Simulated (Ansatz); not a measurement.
# H5NOSi2: two geometries relaxed

Method: RKS B3LYP-D4/def2-SVP, in Ansatz 0.2.0.

## Step 1: Starting point

Bond lengths: N1–Si2 1.664 Å, Si2–O3 1.635 Å, O3–Si4 1.693 Å, N1–H5 0.991 Å, N1–H6 1.017 Å, Si4–H7 1.527 Å, Si4–H8 1.461 Å, Si4–H9 1.490 Å. Angles: N1–Si2–O3 101.4°, Si2–N1–H5 114.2°, Si2–N1–H6 112.1°, H5–N1–H6 105.3°, Si2–O3–Si4 139.9°, O3–Si4–H7 105.0°, O3–Si4–H8 110.7°, O3–Si4–H9 110.5°, H7–Si4–H8 109.7°, H7–Si4–H9 106.7°, H8–Si4–H9 113.9°.

As a file:

```xyz
9

N    -0.8457    2.1570   -0.8335
Si   -0.9433    1.1436    0.4827
O     0.0051   -0.0993    0.0040
Si    0.6659   -1.5335    0.6152
H     0.0751    2.4503   -1.0536
H    -1.1976    1.7179   -1.6806
H    -0.5356   -2.4273    0.9145
H     1.5190   -2.1745   -0.3827
H     1.3456   -1.2804    1.9169
```

## Step 2: Relaxing end A

Contents of input.yaml:

```yaml
crystal:
  periodic: [false, false, false]
  atoms:
    - { symbol: "N", position_ang: [-0.8457, 2.157, -0.8335] }
    - { symbol: Si, position_ang: [-0.9433, 1.1436, 0.4827] }
    - { symbol: O, position_ang: [0.0051, -0.0993, 0.004] }
    - { symbol: Si, position_ang: [0.6659, -1.5335, 0.6152] }
    - { symbol: H, position_ang: [0.0751, 2.4503, -1.0536] }
    - { symbol: H, position_ang: [-1.1976, 1.7179, -1.6806] }
    - { symbol: H, position_ang: [-0.5356, -2.4273, 0.9145] }
    - { symbol: H, position_ang: [1.519, -2.1745, -0.3827] }
    - { symbol: H, position_ang: [1.3456, -1.2804, 1.9169] }
basis:
  gaussian: { orbitals: def2-SVP }
hamiltonian:
  xc: b3lyp
  dispersion: d4
relax:
  f_tol: 0.015
  max_steps: 40
```

Command:

```
> ansatz run input.yaml --threads 1 --pin off --max-ram 2048MiB --backend cpu --events-out ev --progress --plain --runs-dir out
```

**Question.** How long does this run take on 1 thread of Arm Neoverse V1, shared host, and how much memory does it need?

About 60 s, with a peak of 0.17 GiB.
